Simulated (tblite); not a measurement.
# C6H13BNP: the cost of one run

Computed with tblite 0.8.0 and PySCF 2.14.0, with density-fitted response routines of our own, on a single molecule in the gas phase. Atoms count from 0, in the outputs and in this text.

## (1) The starting structure

22 atoms, charge 0, multiplicity 1; geometry from: force field or distance geometry start.

Bonds of the start (Å): C0–C1 1.32, C1–C2 1.51, C1–C3 1.48, C3–C4 1.35, C4–C5 1.50, C4–B6 1.60, B6–N7 1.52, B6–P8 1.95, C0–H9 1.09, C0–H10 1.08, C2–H11 1.12, C2–H12 1.10, C2–H13 1.12, C3–H14 1.09, C5–H15 1.10, C5–H16 1.12, C5–H17 1.12, N7–H18 1.04, N7–H19 1.04, P8–H20 1.46, P8–H21 1.45.

## (2) Geometry optimisation with GFN2-xTB

What the job is given:

```
{"job": {"kind": "relax", "xc": "GFN2-xTB", "basis": "xTB"}, "charge": 0, "multiplicity": 1}
C     -2.592300     1.288500    -0.110900
C     -1.742600     0.369100     0.298800
C     -2.118600    -1.090500     0.262600
C     -0.485700     0.796700     0.962300
C      0.748600     0.334100     0.674600
C      1.908600     0.757900     1.522500
B      1.070200    -0.552900    -0.616300
N      0.130300    -0.545800    -1.807200
P      2.743000    -1.552100    -0.708900
H     -3.556400     1.006800    -0.539300
H     -2.369300     2.344300    -0.033300
H     -3.021200    -1.259200     0.903700
H     -1.312500    -1.735400     0.639300
H     -2.370100    -1.381300    -0.785700
H     -0.600400     1.516700     1.776800
H      2.621700     1.362500     0.933600
H      1.598000     1.374300     2.399900
H      2.436300    -0.142800     1.919300
H      0.134500     0.420000    -2.199600
H      0.509300    -1.182400    -2.542200
H      3.554300    -0.347500    -0.806700
H      2.703800    -1.761800    -2.144100
```

Command:

```sh
$ OMP_NUM_THREADS=1 python probes_run.py task.json out
```

The driver reads the jobs from task.json and runs them one after another.

Q: Estimate the wall time and peak memory of this first job on 1 thread of Arm Neoverse N1, shared host.

About 4.3 s, with a peak of 0.18 GiB.
